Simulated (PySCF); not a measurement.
# HfCl+: bond curves at several levels of theory

An exercise on one series of results from a longer session: the logs are not shown, and one member is left open.

Program: PySCF 2.14.0. Level of theory: Hf def2-TZVPPD with ECP60, Cl def2-TZVPPD, scalar-relativistic core potentials. These are calculated values, not measurements.

Set-up of the first run:

A driver script around PySCF takes these settings:

```yaml
atoms: Hf, Cl
charge: 1
basis: Hf def2-TZVPPD with ECP60, Cl def2-TZVPPD
Hamiltonian: scalar-relativistic core potentials
basis_functions: 110
electrons_treated: 28
masses_in_u: 179.9465, 34.9689
levels: PBE0, PBE, r²SCAN, r²SCANh, BHandHLYP, LDA, BP86, TPSS, CAM-B3LYP, HF, MP2, SCS-MP2, CCSD, CCSD(T)
grid: 80 radial by 434 angular points
occupations: held fixed by the projection of orbital angular momentum
dissociation_limit: Hf+ + Cl, each in its ground configuration
starting_distance_in_angstrom: 2.470
values_of_2S_to_try: 0, 2, 4
```

On the command line:

```sh
OMP_NUM_THREADS=2 python dia.py task.json out
```

Among the steps run: Set-up; The PBE0 curve of the state that the search chose; Higher solutions at PBE0; PBE (GGA); r²SCAN (meta-GGA); r²SCANh; BHandHLYP (global hybrid GGA); LDA; BP86 (GGA); TPSS; CAM-B3LYP; UHF (mean field); Adding correlation.

One of the session's tables, all rows but one given; the rest of the session is left out.

```
      level  Re (Å)  ωe (cm⁻¹)  De (eV)
        UHF   2.272        434     3.57
    UHF-MP2   2.229        455     4.82
UHF-SCS-MP2   2.240        448     4.55
   UHF-CCSD   2.243        447     4.32
UHF-CCSD(T)   2.243        446     4.43
        LDA   2.208        454     5.61
        PBE   2.234        437     4.99
       BP86   2.237        435     4.90
       TPSS   2.241        437     4.92
     r²SCAN   2.233        444     5.00
    r²SCANh   2.231        447     4.92
       PBE0   2.226        448     4.84
  BHandHLYP   2.242        444     4.32
  CAM-B3LYP       ?          ?        ?
```

**Question.** Estimate the row for CAM-B3LYP.

**Answer.** Re (Å): 2.237; ωe (cm⁻¹): 445; De (eV): 4.48.
